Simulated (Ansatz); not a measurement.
Run this with Ansatz 0.2.0 through its Python package and show what comes out.

Script `run_lattice.py`:
```python
"""How the lattice of CaIr2 depends on the functional."""

import warnings

import ansatz as az
import numpy as np

KGRID = (6, 6, 6)
FILLING = "methfessel_paxton"
SIGMA = 0.15
FORCE_TOL = 0.02

def edges_and_angles(cell):
    cell = np.asarray(cell)
    a, b, c = np.linalg.norm(cell, axis=1)
    cosines = cell[1] @ cell[2] / (b * c), cell[0] @ cell[2] / (a * c), cell[0] @ cell[1] / (a * b)
    return (a, b, c, *np.degrees(np.arccos(cosines)))


def main() -> None:
    warnings.simplefilter("ignore", az.DeckWarning)

    lattice = az.Lattice.of(
        [0.0, 3.77116, 3.77116],
        [3.77116, 0.0, 3.77116],
        [3.77116, 3.77116, 0.0],
    )
    sites = [
        ("Ca", [0.25, 0.25, 0.25]),
        ("Ca", [0.0, 0.0, 0.0]),
        ("Ir", [0.625, 0.625, 0.625]),
        ("Ir", [0.125, 0.625, 0.625]),
        ("Ir", [0.625, 0.125, 0.625]),
        ("Ir", [0.625, 0.625, 0.125]),
    ]
    system = az.Crystal(lattice=lattice)
    for symbol, position in sites:
        system = system.atom(symbol, position)

    base = (
        system.calculation()
        .kpoints(*KGRID)  # sampling of the Brillouin zone
        .occupations(FILLING, width=SIGMA)  # fractional filling near the Fermi level
        .relax(cell=True, force_tolerance=FORCE_TOL)  # relax until the tolerances are met
    )

    levels = [("r2scan", "rvv10"), ("pbesol", "none"), ("r2scan", "none")]
    print("level            a       b       c    alpha   beta  gamma  V/atom  steps")
    for name, dispersion in levels:
        seen = []
        run = base.functional(name, dispersion=dispersion).session().plan()
        outcome = run.execute(on_event=lambda e: seen.append(e) if e["event"] == "relax_step" else None)
        cell = outcome.lattice.cell_ang
        label = name if dispersion == "none" else f"{name}+{dispersion}"
        print("{:13s} {:7.4f} {:7.4f} {:7.4f} {:6.2f} {:6.2f} {:6.2f}".format(label, *edges_and_angles(cell)), f"{abs(np.linalg.det(cell)) / len(outcome.lattice.sites):7.3f} {len(seen):5d}")


if __name__ == "__main__":
    main()
```

```console
$ python run_lattice.py
level            a       b       c    alpha   beta  gamma  V/atom  steps
r2scan+rvv10   5.3034  5.3034  5.3034  60.00  60.00  60.00  17.579     5
pbesol         5.2917  5.2917  5.2917  60.00  60.00  60.00  17.463     5
r2scan         5.3218  5.3218  5.3218  60.00  60.00  60.00  17.762     4
```

From smallest to largest: PBEsol (17.46 Å³ an atom, -2.3 % against the start), r2SCAN+RVV10 (17.58 Å³ an atom, -1.7 % against the start) and r2SCAN (17.76 Å³ an atom, -0.6 % against the start). The spread is 1.7 % in volume.

Notes:
- The run is spin-unpolarised.
- Forces vanish by symmetry, so the ions can't move, and the end may be a saddle.
- Dispersion corrections can be off by several per cent in the lattices of metals, and by several GPa in the pressure at a fixed cell.
- The mesh is modest for a metal, so energies can be off by several to tens of meV an atom and pressures by half a GPa or more; differences at equal mesh fare better.
- Edges and angles are those of the cell as typed, here a primitive one, not of the conventional cell.
- Spin-orbit coupling, which matters for elements this heavy, is left out.
- This cell is a computed structure, which may not be the phase found in nature.
- It ran for 44 s on 1 thread of AMD EPYC 9R45 96-Core Processor (Zen 5), with other jobs on the host, peak memory 0.95 GiB.

(A comment or docstring line of the script was reworded after the run, the code is as it ran.)
